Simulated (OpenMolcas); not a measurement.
# Mn⁴⁺ among point charges: CASSCF and CASPT2 levels and susceptibility

How does a field of 6 point charges split the states of Mn⁴⁺, and what χT follows?

Program: OpenMolcas 26.06. Level of theory: state-averaged CASSCF and CASPT2, spin-orbit coupling by RASSI with atomic mean-field integrals. These are calculated values, not measurements, unless marked.

**1. Starting point**

| Property | Result |
| --- | --- |
| Species | Mn⁴⁺ (manganese, Z = 25, 21 electrons) |
| Basis | ANO-RCC-VTZP [6s5p3d2f1g], 59 functions |
| Scalar Hamiltonian | DKH2, point nucleus |
| Inactive shells | 1s 2s 2p 3s 3p |
| Active space | 3 electrons in 5 orbitals (3d) |
| Some configurations of this space | 3d³ |
| Orbitals | optimised for each spin and parity, averaged over all roots |

Outer shells as boxes (Hund's rule):

3d3
```
3d [↑ ][↑ ][↑ ][  ][  ]
```

The ion sits among 6 point charges of -2 e arranged as an octahedron (Oh), 2.07 Å from the ion.

Each step is its own input file, run in one work folder so that later steps find the files of earlier ones. Labels, J, g values, rates, χT and fits are worked out afterwards by a script from the matrices that RASSI stores. The input lists half of the charges; inversion (Group=XYZ) makes the rest.

**2. Basis and integrals**

Contents of a.inp:

```
&GATEWAY
Coord
1

Mn 0.0 0.0 0.0
Basis=ANO-RCC-VTZP
Group=XYZ
NoMove
AngMom=0.0 0.0 0.0
AMFI
XField
3 Angstrom 0
2.070000 0.000000 0.000000 -2.000000
0.000000 2.070000 0.000000 -2.000000
0.000000 0.000000 2.070000 -2.000000
&SEWARD
```

Command:

```sh
$ OMP_NUM_THREADS=1 MOLCAS_MEM=1689 MOLCAS_PROJECT=a pymolcas a.inp > a.log
```

**3. CASSCF: quartets of even parity, 10 roots**

Contents of a.inp:

```
&RASSCF
FileOrb=start.orb
Symmetry=1
Spin=4
nActEl=3 0 0
Inactive=3 6
Ras2=5 0
CIRoot=10 10 1
SDav=10
CIMx=300
Iter=120 100
PrWF=0.3
OrbListing=Nothing
MaxOrb=0
>>> COPY $Project.JobIph JOB001
```

start.orb holds the contracted functions of the basis, ordered by shell, or the orbitals of the step before.

**4. CASSCF: doublets of even parity, 40 roots**

Contents of a.inp:

```
&RASSCF
FileOrb=start.orb
Symmetry=1
Spin=2
nActEl=3 0 0
Inactive=3 6
Ras2=5 0
CIRoot=40 40 1
SDav=40
CIMx=300
Iter=120 100
PrWF=0.3
OrbListing=Nothing
MaxOrb=0
>>> COPY $Project.JobIph JOB002
```

**5. State interaction with spin-orbit coupling**

Contents of a.inp:

```
&RASSI
NrOfJobIphs=2 10 40
1 2 3 4 5 6 7 8 9 10
1 2 3 4 5 6 7 8 9 10 11 12 13 14 15 16 17 18 19 20 21 22 23 24 25 26 27
28 29 30 31 32 33 34 35 36 37 38 39 40
IphNames
JOB001
JOB002
EJob
SpinOrbit
DIPRint=1.0
SOCoupling=1000.0
Subsets=2
Property=9
'ANGMOM' 1 'ANGMOM' 2 'ANGMOM' 3 'MLTPL  1' 1 'MLTPL  1' 2 'MLTPL  1' 3
'AMFI' 1 'AMFI' 2 'AMFI' 3
SOProperty=3
'ANGMOM' 1 'ANGMOM' 2 'ANGMOM' 3
```

**6. CASPT2: IPEA 0.25, imaginary shift 0.1 (closed shells correlated: 3s 3p)**

Contents of a.inp:

```
>>> COPY JOB001 $Project.JobIph
&CASPT2
Multistate=10 1 2 3 4 5 6 7 8 9 10
NoMult
Frozen=2 3
IPEA=0.25
Imaginary=0.1
MaxIter=60
WThr=0.0 0.3 0.05
PrWF=0.5
NoMix
>>> COPY JOB002 $Project.JobIph
&CASPT2
Multistate=40 1 2 3 4 5 6 7 8 9 10 11 12 13 14 15 16 17 18 19 20 21 22
23 24 25 26 27 28 29 30 31 32 33 34 35 36 37 38 39 40
NoMult
Frozen=2 3
IPEA=0.25
Imaginary=0.1
MaxIter=60
WThr=0.0 0.3 0.05
PrWF=0.5
NoMix
```

(Steps that only read results are left out.)

What does the calculation give? Wanted: spin-free ground state; first state of the same spin within the active space; lowest level; next level.

**Answer**, as computed:

| quantity | value |
| --- | --- |
| method | SS-CASPT2, IPEA 0.25, imaginary shift 0.1 (closed shells correlated: 3s 3p) |
| spin-free ground state | 4A2, 1-fold in its orbital part |
| first state of the same spin within the active space | 4T2 at 2060 cm⁻¹ |
| lowest level | 4-fold Γ8 |
| next level | 1965.4 cm⁻¹ |
| χT at 300 K | 1.26 cm³ K/mol |
| effective moment at 300 K | 3.17 μB |

Cost by method:

```tsv
method	time of its own steps	time with the reference
A. CASSCF	9.7 s	9.7 s
B. SS-CASPT2, IPEA 0.25, imaginary shift 0.1, +3s 3p	5.3 s	15 s
```

Times are of one thread on a shared host.

**Reading.** The spin-free ground state (4A2) comes to 100 % from free-ion F terms and keeps the highest spin of the shell. χT at 300 K is 1.26, against 1.88 cm³ K/mol for the spin alone, so spin-orbit coupling lowers it. A ligand-field fit to the states below 45000 cm-1 gives 10Dq = 2084 cm-1, B = 1125 cm-1 and C = 4481 cm-1 (C/B = 3.98), with a deviation of 462 cm-1. CASPT2 does not keep the components of a term degenerate, and the means are used. The field of point charges can differ much from that of real complexes. This is an electrostatic model: the charges have no orbitals.
